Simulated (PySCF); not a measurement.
# C5H14GeN2: the cost of one run

Computed with PySCF 2.14.0, with density-fitted response routines of our own, on a single molecule in the gas phase. Atoms are numbered from 0 throughout.

**1. The starting structure**

22 atoms, charge 0, multiplicity 1; geometry from: GFN2-xTB.

Bonds of the start (Å): C0–C1 1.33, C1–C2 1.50, C1–N3 1.39, N3–C4 1.45, C4–C5 1.53, N3–Ge6 1.86, Ge6–N7 1.82, C0–H8 1.08, C0–H9 1.07, C2–H10 1.09, C2–H11 1.09, C2–H12 1.09, C4–H13 1.09, C4–H14 1.10, C5–H15 1.09, C5–H16 1.09, C5–H17 1.09, Ge6–H18 1.49, Ge6–H19 1.50, N7–H20 1.01, N7–H21 1.01.

**2. NMR shieldings: PBE0/pcSseg-1**

The job: settings as JSON, then the geometry in Å.

```
{"job": {"kind": "nmr", "xc": "PBE0", "basis": "pcSseg-1"}, "charge": 0, "multiplicity": 1}
C     -2.198957     0.653382    -0.457665
C     -1.308934    -0.269516    -0.087698
C     -1.744865    -1.417176     0.776742
N      0.025949    -0.294830    -0.467898
C      0.481913     0.729350    -1.387775
C      0.785586     2.066602    -0.711616
Ge     1.341383    -1.367117     0.281285
N      2.156551    -0.734085     1.774298
H     -3.225725     0.561787    -0.151303
H     -1.974920     1.500959    -1.076301
H     -1.141483    -1.462758     1.685610
H     -2.788850    -1.306646     1.054511
H     -1.626397    -2.363069     0.245699
H     -0.271105     0.871167    -2.168350
H      1.391855     0.362282    -1.875756
H      1.667082     1.976909    -0.078554
H     -0.051887     2.380688    -0.092973
H      0.972713     2.829059    -1.463705
H      0.815261    -2.716523     0.651003
H      2.405908    -1.411831    -0.770556
H      2.649818     0.142241     1.684863
H      1.628695    -0.711486     2.635291
```

Level: GIAO PBE0/pcSseg-1 NMR shielding, non-relativistic, gas phase.

On the command line:

```console
$ OMP_NUM_THREADS=1 python probes_run.py task.json out
```

This one command runs all jobs of the session in turn.

**Question.** How long does this job take on 1 thread of Arm Neoverse V1, shared host, and how much memory does it need?

About 69 s, with a peak of 1 GiB.
